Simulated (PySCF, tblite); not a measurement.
**C₅H₆F₂O₄: geometry, infrared bands and NMR shifts**

Wanted: the infrared bands and NMR shifts of C₅H₆F₂O₄ (`O=CO[C@@]1(F)COC[C@H](F)O1`), by calculation.

Computed with tblite 0.8.0 and PySCF 2.14.0, with density-fitted response routines of our own, on a single molecule in the gas phase. Atoms count from 0, in the outputs and in this text.

## 1. Starting geometry

17 atoms, charge 0, multiplicity 1; geometry from: force field or distance geometry start.

Bonds of the start (Å): O0–C1 1.28, C1–O2 1.38, O2–C3 1.40, C3–F4 1.42, C3–C5 1.50, C5–O6 1.40, O6–C7 1.42, C7–C8 1.50, C8–F9 1.38, C8–O10 1.37, O10–C3 1.35, C1–H11 1.07, C5–H12 1.13, C5–H13 1.10, C7–H14 1.11, C7–H15 1.08, C8–H16 1.12.

## 2. Optimising the geometry with GFN2-xTB

Job settings and geometry (Å):

```
{"job": {"kind": "relax", "xc": "GFN2-xTB", "basis": "xTB"}, "charge": 0, "multiplicity": 1}
O     -2.940800     1.194500     0.779200
C     -2.894300     0.569800    -0.333500
O     -1.770400    -0.172000    -0.631600
C     -0.644700    -0.279100     0.198500
F     -1.111200    -0.858000     1.408300
C      0.232300    -1.308800    -0.459900
O      1.352900    -0.738100    -1.078500
C      2.017800    -0.093600    -0.005900
C      1.216300     1.148400     0.238400
F      1.807000     1.833100     1.281900
O     -0.135300     0.954200     0.382800
H     -3.728800     0.613800    -1.006300
H      0.638400    -1.977900     0.357200
H     -0.333200    -1.965000    -1.144200
H      1.854000    -0.752000     0.877000
H      3.070200     0.053700    -0.199200
H      1.362800     1.789000    -0.674200
```

Command:

```sh
> OMP_NUM_THREADS=1 python probes_run.py task.json out
```

One launch serves the whole session: the jobs run in the order shown.

**Question.** This job is followed by: GFN2-xTB harmonic vibrations, gas phase; GIAO PBE0/pcSseg-1 NMR shielding, non-relativistic, gas phase. Predict these results of the whole session: strongest single infrared mode (GFN2-xTB); zero-point energy (GFN2-xTB); 13C shifts against TMS (PBE0/pcSseg-1); 1H shifts against TMS (PBE0/pcSseg-1); 17O shifts against H2O (PBE0/pcSseg-1); 19F shifts against CFCl3 (PBE0/pcSseg-1).

As calculated:

| quantity | value |
| --- | --- |
| strongest single infrared mode (GFN2-xTB) | 1842 cm⁻¹, 431 km/mol |
| zero-point energy (GFN2-xTB) | 71.8 kcal/mol |
| 13C shifts against TMS (PBE0/pcSseg-1) | 159.4, 120.4, 106.9, 77.6, 69.3 ppm |
| 1H shifts against TMS (PBE0/pcSseg-1) | 7.92, 6.09, 4.33, 4.29, 4.02, 3.46 ppm |
| 17O shifts against H2O (PBE0/pcSseg-1) | 482.7, 262.9, 152.8, 21.0 ppm |
| 19F shifts against CFCl3 (PBE0/pcSseg-1) | -70.6, -139.6 ppm |

**Reading.** The optimisation took 69 steps and gained 1.161 eV; among the close pairs (by a distance rule), O0–C1 changed most, from 1.277 to 1.181 Å. All 45 modes are real, so the xTB geometry is a minimum. The strongest single mode, at 1842 cm⁻¹, moves mainly C1 and O0. Unscaled tight-binding wavenumbers are off by several per cent, some by more. Its intensities can rank the bands wrongly. The most deshielded carbon is C1 (ester carbonyl carbon), at 159.4 ppm: it is a carbonyl in resonance with an O or N lone pair, the region of acids, esters and amides. At PBE0/pcSseg-1: The largest span, 755 ppm, is at O0, where the paramagnetic term is -548 ppm.
